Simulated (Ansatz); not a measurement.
# EuNi₃, space group Pm-3m: a comparison of magnetic orders

Computed with Ansatz 0.2.0, Python API.

Interactive session:
```pycon
>>> import ansatz
>>> import numpy as np
>>> def count_gap(report):
...     # lowest empty less highest filled band, counting bands; zero where they overlap
...     return max(report.get("gap_by_band_count_ev") or 0.0, 0.0)
...
>>> CELL = [
...     [3.887924, 0.0, 0.0],
...     [0.0, 3.887924, 0.0],
...     [0.0, 0.0, 3.887924],
... ]
>>> ATOMS = [
...     ("Eu", [0.0, 0.0, 0.0]),
...     ("Ni", [0.5, 0.5, 0.0]),
...     ("Ni", [0.0, 0.5, 0.5]),
...     ("Ni", [0.5, 0.0, 0.5]),
... ]
>>> def magnet(moments):
...     crystal = ansatz.Crystal(lattice=ansatz.Lattice.of(CELL))
...     for (symbol, position), moment in zip(ATOMS, moments):
...         crystal = crystal.atom(symbol, position, moment=moment or None)
...     return crystal
...
>>> orders = {
...     "FM": [7, 1.5, 1.5, 1.5],
...     "AFM": [7, 1.5, -1.5, -1.5],
...     "AFM-alternating": [7, -1.5, 1.5, -1.5],
...     "ferri": [7, 1.5, 1.5, -1.5],
... }
>>> rows = []
>>> for label, moments in orders.items():
...     setup = (
...         magnet(moments).calculation()
...         .functional("lda")
...         .pseudopotentials("paw")
...         .basis(28 * ansatz.Ry, density_ratio=6)
...         .kpoints(7, 7, 7)
...         .occupations("fermi_dirac")
...         .eigensolver("auto", full_accuracy=True)
...         .scf(max_iterations=60, algorithm="density_mixing")
...         .spin("collinear")
...         .band_table()
...     )
...     rep = setup.run(threads=1).report
...     rows.append((label, rep["free_energy_ev"], rep["magnetization_mub"], rep["absolute_magnetization_mub"], max(abs(m) for m in rep["site_moments_mub"]), count_gap(rep)))
...     print(label, "site moments:", [round(m, 2) for m in rep["site_moments_mub"]])
...
DeckWarning: basis.ecutwfc = 380.959407443832 eV is below the records' recommended 420 eV, and the density's cutoff is lower with it unless basis.ecutrho_ratio is high enough to keep the records' density cutoff: compare with a run at a higher cutoff
RunWarning: the starting moments were not kept: 3 of 4 ended reversed and 1 kept their direction, counting a site from 0.1 μB. The largest reversed, site 3 (counted from 0, in the order of the [...]
FM site moments: [6.3, -0.19, -0.19, -0.19]
AFM site moments: [6.3, -0.19, -0.19, -0.19]
AFM-alternating site moments: [6.3, -0.19, -0.19, -0.19]
ferri site moments: [6.3, -0.19, -0.19, -0.19]
>>> plain = (
...     magnet([0] * len(ATOMS)).calculation()
...     .functional("lda")
...     .pseudopotentials("paw")
...     .basis(28 * ansatz.Ry, density_ratio=6)
...     .kpoints(7, 7, 7)
...     .occupations("fermi_dirac")
...     .eigensolver("auto", full_accuracy=True)
...     .scf(max_iterations=60, algorithm="density_mixing")
...     .band_table()
... )
>>> rep = plain.run(threads=1).report
>>> rows.append(("NM", rep["free_energy_ev"], 0.0, 0.0, 0.0, count_gap(rep)))
>>> lowest = min(row[1] for row in rows)
>>> rows = [(row[0], 1000 * (row[1] - lowest) / 4, *row[2:]) for row in sorted(rows, key=lambda row: row[1])]
>>> for row in rows:
...     print("; ".join(f"{name} = {round(v, 4) if isinstance(v, float) else v}" for name, v in zip(["order", "meV/magnetic atom", "net muB", "absolute muB", "largest site muB", "gap by band count eV"], row)))
...
order = FM; meV/magnetic atom = 0.0; net muB = 5.9551; absolute muB = 7.1887; largest site muB = 6.2987; gap by band count eV = 0.0
order = AFM; meV/magnetic atom = 0.0; net muB = 5.9551; absolute muB = 7.1887; largest site muB = 6.2987; gap by band count eV = 0.0
order = ferri; meV/magnetic atom = 0.0; net muB = 5.9551; absolute muB = 7.1887; largest site muB = 6.2987; gap by band count eV = 0.0
order = AFM-alternating; meV/magnetic atom = 0.0; net muB = 5.9551; absolute muB = 7.1887; largest site muB = 6.2987; gap by band count eV = 0.0
order = NM; meV/magnetic atom = 1329.7473; net muB = 0.0; absolute muB = 0.0; largest site muB = 0.0; gap by band count eV = 0.0
>>> print("lowest of these starts:", rows[0][0])
lowest of these starts: FM
```

In order of energy: ferromagnetic (+0.0 meV an atom, largest site moment 6.30 μB), ferromagnetic (+0.0 meV an atom, largest site moment 6.30 μB), ferromagnetic (+0.0 meV an atom, largest site moment 6.30 μB), ferromagnetic (+0.0 meV an atom, largest site moment 6.30 μB) and non-magnetic (+1329.7 meV an atom, largest site moment 0.00 μB). These are the states reached from the starts typed.

These settings explore the input space; cutoff and mesh may be short of convergence. The cutoff lies under the one recommended for these potentials. Open f shells: without a Hubbard U, without spin-orbit coupling; the state reached hangs on the start and needn't be the lowest. For a metal this k-point mesh is coarse: on a finer one energies can move by several to tens of meV an atom and pressures by half a GPa or more, differences at one mesh by less. A gap by band count of zero or less means overlapping bands, a metal, and at an odd count of electrons it is no gap at all. The structure comes from a database of computed cells and needn't be a stable or known phase. Levels are Kohn-Sham eigenvalues on this mesh, without spin-orbit coupling. Warnings are shown shortened and without file and line. Each row is the state reached from that start at the given structure, not necessarily the lowest of its order; other orders weren't tried. It ran for 2.9 min on 1 thread of Arm Neoverse V2 (shared host), peak memory 0.55 GiB.
